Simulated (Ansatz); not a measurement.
**Ta (hcp type): how the settings move a single-point run**

Question: which choices in the input matter for Ta (hcp type)?

Method: reference: DFT, PBEsol, norm-conserving pseudopotentials, Ansatz's default files, scalar-relativistic, in Ansatz 0.2.0.

1 further run of the same task is left out (it didn't finish). Runs told in other sessions of the task aren't counted.

## (1) Starting point

It takes space group P6_3/mmc (No. 194, hexagonal). Conventional cell: a = 2.561 Å, b = 2.561 Å, c = 4.468 Å, α = 90.00°, β = 90.00°, γ = 120.00°. Ta (site symmetry -6m2) has 12 Ta at 2.56 to 2.68 Å in its first shell of neighbours.

Coordinates:

```xyz
2
Lattice="2.5614 0.0000 0.0000 -1.2807 2.2182 0.0000 0.0000 0.0000 4.4680" Properties=species:S:1:pos:R:3 pbc="T T T"
Ta    0.0000    1.4788    1.1170
Ta    1.2807    0.7394    3.3510
```

## (2) Baseline

Contents of input.yaml:

```yaml
crystal:
  lattice:
    - [2.5613886669, 0.0, 0.0]
    - [-1.2806943335, 2.2182276545, 0.0]
    - [0.0, 0.0, 4.4680295488]
  atoms:
    - { symbol: Ta, position: [0.3333333333, 0.6666666667, 0.25] }
    - { symbol: Ta, position: [0.6666666667, 0.3333333333, 0.75] }
kpoints:
  mp_grid: { grid: [17, 17, 9] }
scf:
  occupations: { method: fermi_dirac, width: 0.1 }
hamiltonian:
  xc: pbesol
  pseudopotentials: { kind: nc }
output:
  forces: true
  stress: true
  eigenvalues: true
```

The run is started by

```
$ ansatz run input.yaml --threads 1 --pin off --max-ram 2048MiB --backend cpu --events-out ev --progress --plain --runs-dir out
```

## (3) Changed: occupations.method cold, occupations.width 0.05, eigensolver.kind davidson

Changes to input.yaml since step 2:

```diff
@@ -11,3 +11,4 @@
 scf:
-  occupations: { method: fermi_dirac, width: 0.1 }
+  occupations: { method: cold, width: 0.05 }
+  eigensolver: { kind: davidson }
 hamiltonian:
```

Before running it: what results should come out? Wanted: for each run, ending; energy change; pressure; gap; force.

The runs gave:

| run | ending | energy change | pressure (GPa) | gap (eV) | force (eV/Å) | cycles | time |
| --- | --- | --- | --- | --- | --- | --- | --- |
| reference | converged | 0 | 135.0 | 0.00 | 0.00 | 6 | 7.5 s |
| 1: occupations.method cold, occupations.width 0.05, eigensolver.kind davidson | converged | +0.4 meV/atom (σ→0) | 134.5 | 0.00 | 0.00 | 6 | 9.7 s |

Residual by cycle in the longest SCF loop of each run; runs are numbered as in the table. The quantity is the density residual dr2, in eV.

| cycle | reference | run 1 |
| --- | --- | --- |
| 1 | 0.359 | 0.349 |
| 2 | 0.124 | 0.13 |
| 3 | 3.3e-4 | 6.7e-4 |
| 4 | 7.1e-6 | 1.9e-5 |
| 5 | 1.8e-7 | 1.9e-7 |
| 6 | 6.8e-9 | 4.8e-9 |

**Reading.** Changing the smearing and solver moves the energy by +0.4 meV/atom (σ→0 values), and the pressure goes from 135.0 to 134.5 GPa. The structure is not at rest: the sound run finds 135 GPa, so these are no properties of the relaxed crystal. 
